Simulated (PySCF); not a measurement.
# Yb(OH)3: other functionals and bases at one geometry

An exercise on one series of results from a longer session: the logs are not shown, and one member is left open.

Computed with PySCF 2.14.0. Level: several levels, as the steps say, no spin–orbit coupling.

2 further runs of the same task are left out: 2 for a known fault of the program.

**The system as given**

7 atoms, charge 0, spin multiplicity 1.

Bond lengths: Yb1–O2 2.010 Å, Yb1–O4 2.010 Å, Yb1–O6 2.010 Å, O2–H3 0.965 Å, O4–H5 0.965 Å, O6–H7 0.965 Å. Angles: O2–Yb1–O4 120.0°, O2–Yb1–O6 120.0°, O4–Yb1–O6 120.0°, Yb1–O2–H3 179.8°, Yb1–O4–H5 179.8°, Yb1–O6–H7 179.8°.

Coordinates:

```
Yb    0.00000    0.00000    0.13801
O     2.00960    0.00002    0.14370
H     2.97451    0.00003    0.14932
O    -1.00482    1.74036    0.14370
H    -1.48728    2.57599    0.14932
O    -1.00478   -1.74038    0.14370
H    -1.48723   -2.57601    0.14932
```

Formal oxidation states: Yb +3. Each metal's 13 4f electrons lie in its core potential, so multiplicities, spins and levels count the valence alone. An earlier session relaxed this geometry at PBE, Yb lcecp-1-SVP with ECP59, O def2-SVP, H def2-SVP (singlet, point group D3h).

At PBE on the finer grid: E = -266.669825 Eh, HOMO -5.96 eV, LUMO -2.07 eV, Mulliken charge on Yb1 +0.83 e, largest force component 0.002 eV/Å. 

Levels to run: M06-L; TPSSh; BLYP; BP86; PBE, TZVP. Hardware: 2 threads of Arm Neoverse N1, shared host.

The first run:

The input, run.py (the lines that set the calculation):

```python
mol = gto.M(atom='''
Yb     0.00000     0.00000     0.13801
O      2.00960     0.00002     0.14370
H      2.97451     0.00003     0.14932
O     -1.00482     1.74036     0.14370
H     -1.48728     2.57599     0.14932
O     -1.00478    -1.74038     0.14370
H     -1.48723    -2.57601     0.14932''',
    basis={'Yb': 'lcecp-1-SVP', 'O': 'def2-SVP', 'H': 'def2-SVP'},
    ecp={'Yb': 'lcecp-1-SVP'},
    charge=0, spin=0)
mf = dft.RKS(mol, xc='M06L')
mf.grids.atom_grid = (75, 302)  # f atoms: unpruned, at least (60, 302)
mf = mf.density_fit()  # fitting sets: Yb AutoAux, O def2-universal-JKFIT, H def2-universal-JKFIT
mf.conv_tol = 1e-08; mf.max_cycle = 55
mf.kernel(dm0)  # dm0: the density of the relaxed state
```

Launch:

```
> OMP_NUM_THREADS=2 python run.py
```

Steps of the session up to this table: M06-L; TPSSh; BLYP; BP86; PBE, TZVP.

One table of the session follows, with a row left open; its other results are not shown here.

```
             level  HOMO (eV)  gap (eV)  charge on Yb1 (e)  largest force component (eV/Å)
PBE (relaxed here)      -5.96      3.89               0.83                            0.00
             M06-L      -6.14      5.41               1.19                            0.63
             TPSSh      -6.71      5.20               1.02                            0.28
              BLYP      -5.84      3.73               0.80                            0.16
              BP86          ?         ?                  ?                               ?
         PBE, TZVP      -6.24      4.08               1.50                            0.27
```

Estimate the missing values for BP86.

**Answer.** HOMO (eV): -6.07; gap (eV): 4.05; charge on Yb1 (e): 0.84; largest force component (eV/Å): 0.06. In the column «HOMO (eV)» it lies between M06-L (-6.14) and PBE (relaxed here) (-5.96).

In one basis the gap runs from 3.73 eV (BLYP) to 5.41 eV (M06-L). The largest leftover force, 0.63 eV/Å with M06-L, stands at a geometry relaxed at another level. With 4f in the core, its levels are missing from HOMO and gap, and its count is fixed, so no charge can pass from the ligands into it. Total energies of different levels can't be compared.
